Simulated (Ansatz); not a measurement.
Geometry optimisation, DFT LDA, scalar-relativistic, plane waves, PAW in Ansatz.

input.yaml

```yaml
accuracy: low
crystal:
  lattice:
    - [-4.979, -4.979, 0.0]
    - [4.979, -4.979, 0.0]
    - [0.0, 0.0, 6.95]
  atoms:
    - { symbol: Si, position: [0.19983, 0.5, 0.0] }
    - { symbol: Si, position: [0.0, 0.19983, 0.25] }
    - { symbol: Si, position: [0.80017, 0.5, 0.5] }
    - { symbol: Si, position: [0.0, 0.80017, 0.75] }
    - { symbol: O, position: [0.32782, 0.56726, 0.17852] }
    - { symbol: O, position: [0.93274, 0.32782, 0.42852] }
    - { symbol: O, position: [0.67218, 0.43274, 0.67852] }
    - { symbol: O, position: [0.06726, 0.67218, 0.92852] }
    - { symbol: O, position: [0.93274, 0.67218, 0.57148] }
    - { symbol: O, position: [0.67218, 0.56726, 0.32148] }
    - { symbol: O, position: [0.06726, 0.32782, 0.07148] }
    - { symbol: O, position: [0.32782, 0.43274, 0.82148] }
    - { symbol: Si, position: [0.69983, 0.0, 0.0] }
    - { symbol: Si, position: [0.5, 0.69983, 0.25] }
    - { symbol: Si, position: [0.30017, 0.0, 0.5] }
    - { symbol: Si, position: [0.5, 0.30017, 0.75] }
    - { symbol: O, position: [0.82782, 0.06726, 0.17852] }
    - { symbol: O, position: [0.43274, 0.82782, 0.42852] }
    - { symbol: O, position: [0.17218, 0.93274, 0.67852] }
    - { symbol: O, position: [0.56726, 0.17218, 0.92852] }
    - { symbol: O, position: [0.43274, 0.17218, 0.57148] }
    - { symbol: O, position: [0.17218, 0.06726, 0.32148] }
    - { symbol: O, position: [0.56726, 0.82782, 0.07148] }
    - { symbol: O, position: [0.82782, 0.93274, 0.82148] }
    - { symbol: B, position: [0.1384847, 0.2465295, 0.6510116], spin: 1.0 }
magnetization:
  spin_polarized: true
basis:
  ecutwfc: 420.0
kpoints:
  mp_grid: { grid: [1, 1, 1] }
hamiltonian:
  xc: lda
  pseudopotentials: { kind: paw, azcp: { folder: soft_1 } }
scf:
  occupations: { method: fermi_dirac, width: 0.02 }
  lower_state_search: "off"
relax:
  f_tol: 0.08
  max_steps: 25
  adjacent_minimum: "off"
```

Launched with:

```bash
$ ansatz run input.yaml --threads 1 --pin off --max-ram 3072MiB --backend cpu --events-out ev --progress --plain --runs-dir out
```

Task: Where does it end, and by what steps?

Result: The run converged. The threshold is loose, so the end isn't yet a minimum. Limits of this set-up: coarse k mesh, PAW files made for another functional, a small cell, in which the defect meets its images, low accuracy level. After 16 steps the energy has fallen by 1.749 eV; B25 moved furthest, 0.65 Å. Joined: O6–B25 (2.19 → 1.44 Å).

```csv
step,energy less start (eV),largest force component (eV/Å),accepted
0,0.0000,2.149,yes
1,-0.5860,1.312,yes
2,-0.9241,0.839,yes
3,-1.0789,0.633,yes
4,-1.2317,0.780,yes
5,-1.4499,0.937,yes
6,-1.4777,1.309,yes
7,-1.4184,1.241,no
8,-1.5662,0.458,yes
9,-1.6102,0.614,yes
10,-1.6383,0.523,yes
11,-1.6721,0.447,yes
12,-1.7030,0.301,yes
13,-1.6387,1.086,no
14,-1.7348,0.168,yes
15,-1.7454,0.132,yes
16,-1.7495,0.065,yes
```

```xyz
25
Lattice="-4.9790 -4.9790 0.0000 4.9790 -4.9790 0.0000 0.0000 0.0000 6.9500" Properties=species:S:1:pos:R:3
Si 1.474 -3.570 0.033
Si 0.964 -0.952 1.576
Si -1.457 -6.456 3.639
Si 3.910 -4.053 5.260
O 1.228 -4.498 1.320
O -3.114 -6.329 3.043
O -1.412 -5.495 4.907
O 3.005 -3.698 6.529
O -1.276 -7.979 4.043
O -0.467 -6.056 2.465
O 1.329 -2.025 0.481
O 0.459 -3.939 5.793
Si -3.527 -3.427 -0.035
Si 1.050 -6.023 1.832
Si -1.220 -1.536 3.474
Si -1.048 -3.946 5.226
O -3.519 -4.472 1.208
O 2.164 -6.472 2.863
O 3.456 -5.472 4.711
O -2.022 -3.368 6.366
O -1.268 -3.149 3.855
O -0.563 -1.017 2.015
O 0.988 -6.976 0.517
O 0.472 -8.948 5.749
B 0.929 -1.600 4.107
```

Run time: 72 s on 1 thread of Arm Neoverse V1, with other jobs on the host, peak memory 0.42 GiB.
